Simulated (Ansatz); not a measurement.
# ZrW: the cost of one run

Method: DFT PBE, scalar-relativistic, plane waves, PAW, in Ansatz 0.2.0.

### Step 1. The system as given

The structure is hexagonal, space group P-6m2 (No. 187). Conventional cell: a = 3.086 Å, b = 3.086 Å, c = 4.815 Å, α = 90.00°, β = 90.00°, γ = 120.00°. Zr (site symmetry -6m2) is surrounded by 6 W at 3.00 Å and 6 Zr at 3.09 Å. W (site symmetry -6m2) is surrounded by 6 Zr at 3.00 Å and 6 W at 3.09 Å.

Structure file:

```
Zr W
1.0
     3.08607    0.00000    0.00000
    -1.54303    2.67261    0.00000
     0.00000    0.00000    4.81509
Zr W
1 1
Cartesian
  0.0000 0.0000 0.0000
  0.0000 1.7817 2.4075
```

A structure generator made this guess: close-packed layers stacked AB|A (P-6m2, No. 187). Its size is a rough estimate.

### Step 2. The guess as it stands, on a coarse mesh

The input, input.yaml:

```yaml
crystal:
  lattice:
    - [3.08606948, 0.0, 0.0]
    - [-1.54303474, 2.67261456, 0.0]
    - [0.0, 0.0, 4.8150864]
  atoms:
    - { symbol: Zr, position: [0.0, 0.0, 0.0] }
    - { symbol: W, position: [0.33333333, 0.66666667, 0.5] }
basis:
  ecutwfc: 420
kpoints:
  mp_grid: { grid: [6, 6, 4] }
hamiltonian:
  xc: pbe
scf:
  occupations: { method: gaussian, width: 0.1 }
  lower_state_search: "off"
output:
  forces: true
  stress: true
  eigenvalues: true
```

On the command line:

```console
$ ansatz run input.yaml --threads 1 --pin off --max-ram 2048MiB --backend cpu --events-out ev --progress --plain --runs-dir out
```

What time and memory should one allow on 1 thread of Arm Neoverse V2, shared host?

About 1.4 s, with a peak of 0.3 GiB.
